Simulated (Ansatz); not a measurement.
# CH6Sn: one species, many methods

An exercise on one series of results from a longer session: the logs are not shown, and one member is left open.

Method: functionals in def2-TZVPP, the program's frozen cores in correlated methods; program: Ansatz 0.2.0, Gaussian basis.

Plan: LDA (SPW92), PBE-D4, revPBE-D4, BLYP-D4, r2SCAN-D4, B97M-V, PBE0-D4, B3LYP-D4, r2SCANh-D4, r2SCAN0-D4, HSE06-D4, BHLYP-D4, CAM-B3LYP-D4, LC-ωPBE, ωB97X-V, ωB97M-V, B2PLYP, PBE-QIDH; CCSD(T)/def2-SVP; CCSD(T)/def2-TZVPP; CCSD(T)/def2-QZVPP; extrapolation to the limit; RPA on PBE.

### The relaxed structure

The geometry comes from an earlier relaxation with PBE0-D4 in a triple-zeta def2 set; it is a stationary point, not always the lowest conformer. Sn takes the def2 core potential; no spin-orbit term is included.

SMILES `[CH3][SnH3]`, 8 atoms, charge 0, spin multiplicity 1.

Atoms are counted from 1 here; the program's logs count them from 0.

Bond lengths: C1–Sn2 2.140 Å, C1–H3 1.090 Å, C1–H4 1.090 Å, C1–H5 1.090 Å, Sn2–H6 1.709 Å, Sn2–H7 1.709 Å, Sn2–H8 1.709 Å. Angles: Sn2–C1–H3 110.0°, Sn2–C1–H4 110.0°, Sn2–C1–H5 110.0°, H3–C1–H4 109.0°, H3–C1–H5 109.0°, H4–C1–H5 109.0°, C1–Sn2–H6 110.1°, C1–Sn2–H7 110.1°, C1–Sn2–H8 110.1°, H6–Sn2–H7 108.8°, H6–Sn2–H8 108.8°, H7–Sn2–H8 108.8°.

The first run:

The input, in.yaml:

```yaml
crystal:
  periodic: [false, false, false]
  atoms:
    - {symbol: C, position_ang: [1.094459, 0.367391, -0.110629]}
    - {symbol: Sn, position_ang: [-0.919357, -0.329068, 0.082127]}
    - {symbol: H, position_ang: [1.300518, 0.627717, -1.148804]}
    - {symbol: H, position_ang: [1.789320, -0.411191, 0.204039]}
    - {symbol: H, position_ang: [1.244608, 1.249150, 0.512261]}
    - {symbol: H, position_ang: [-2.012033, 0.886774, -0.417452]}
    - {symbol: H, position_ang: [-1.156729, -1.716411, -0.887787]}
    - {symbol: H, position_ang: [-1.248687, -0.731462, 1.710444]}
basis:
  gaussian: {orbitals: def2-TZVPP}
hamiltonian: {xc: lda}
output: {orbitals: {seedname: orbitals}}
```

Launch:

```sh
$ ansatz run in.yaml --threads 2 --pin off --events-out ev --progress --plain --max-ram 32768MiB --backend cpu
```

Steps of the session up to this table: LDA; PBE-D4 (GGA); revPBE-D4 (GGA); BLYP-D4 (GGA); r2SCAN-D4 (meta-GGA); B97M-V (meta-GGA); PBE0-D4 (hybrid); B3LYP-D4 (hybrid); r2SCANh-D4 (hybrid); r2SCAN0-D4 (hybrid); HSE06-D4 (hybrid); BHLYP-D4 (hybrid); CAM-B3LYP-D4 (range-separated); LC-ωPBE (range-separated); ωB97X-V (range-separated); ωB97M-V (range-separated); B2PLYP (double hybrid); PBE-QIDH (double hybrid).

One of the session's tables, all rows but one given; the rest of the session is left out.

It belongs to the step «Orbital energies across the functionals». 

| functional | HOMO (eV) | LUMO (eV) | gap (eV) |
| --- | --- | --- | --- |
| LDA (SPW92) | -7.37 | -0.58 | 6.79 |
| PBE-D4 | -7.23 | -0.44 | 6.79 |
| revPBE-D4 | -7.18 | -0.38 | 6.80 |
| BLYP-D4 | -7.09 | -0.42 | 6.67 |
| r2SCAN-D4 | -7.48 | 0.08 | 7.56 |
| B97M-V | ? | ? | ? |
| PBE0-D4 | -8.41 | 0.28 | 8.68 |
| B3LYP-D4 | -8.19 | 0.00 | 8.19 |
| r2SCANh-D4 | -7.92 | 0.31 | 8.23 |
| r2SCAN0-D4 | -8.58 | 0.63 | 9.20 |
| HSE06-D4 | -8.01 | -0.08 | 7.93 |
| BHLYP-D4 | -9.47 | 0.85 | 10.32 |
| CAM-B3LYP-D4 | -9.73 | 1.01 | 10.74 |
| LC-ωPBE | -11.10 | 2.09 | 13.19 |
| ωB97X-V | -10.73 | 1.95 | 12.68 |
| ωB97M-V | -10.59 | 1.53 | 12.12 |

Q: Estimate the row for B97M-V from the others.

The run gave: HOMO (eV): -7.55; LUMO (eV): -0.34; gap (eV): 7.21. In the column «HOMO (eV)» it lies between r2SCANh-D4 (-7.92) and r2SCAN-D4 (-7.48).
